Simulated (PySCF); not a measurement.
# H6ReS6 ([Re(SH)6]2-): the cost of one run

Computed with PySCF 2.14.0 and routines of our own; the level stands in each step. Atoms count from 0.

## 1. The system as given

13 atoms, charge -2, states of the metal's open shell are computed; geometry from: model geometry, bond lengths from ionic radii.

## 2. Ligand-field states: state-averaged CASSCF in water

The job: settings as JSON, then the geometry in Å.

```
{"job": {"kind": "lf", "basis": {"metal": "x2c-TZVPall", "ligand": "x2c-SVPall"}, "nevpt": true, "solvent": "water"}, "charge": -2, "metal": "Re", "open_shell": "d3"}
Re     0.000000     0.000000     0.000000
S      0.000000     0.000000     2.370000
H      1.320000     0.000000     2.620000
S      0.000000     0.000000    -2.370000
H     -1.320000     0.000000    -2.620000
S      2.370000     0.000000     0.000000
H      2.620000     1.320000     0.000000
S     -2.370000     0.000000     0.000000
H     -2.620000    -1.320000     0.000000
S      0.000000     2.370000     0.000000
H      0.000000     2.620000     1.320000
S     -0.000000    -2.370000     0.000000
H     -0.000000    -2.620000    -1.320000
```

Method: state-averaged CASSCF of the metal d shell, SC-NEVPT2 on the averaged canonical orbitals, state-interaction spin-orbit coupling.

Started as:

```
OMP_NUM_THREADS=1 python lf_run.py task.json out
```

One launch serves the whole session: the jobs run in the order shown.

**Question.** How long does this first job take on 1 thread of Arm Neoverse V1, shared host, and how much memory does it need?

About 79 s, with a peak of 0.68 GiB.
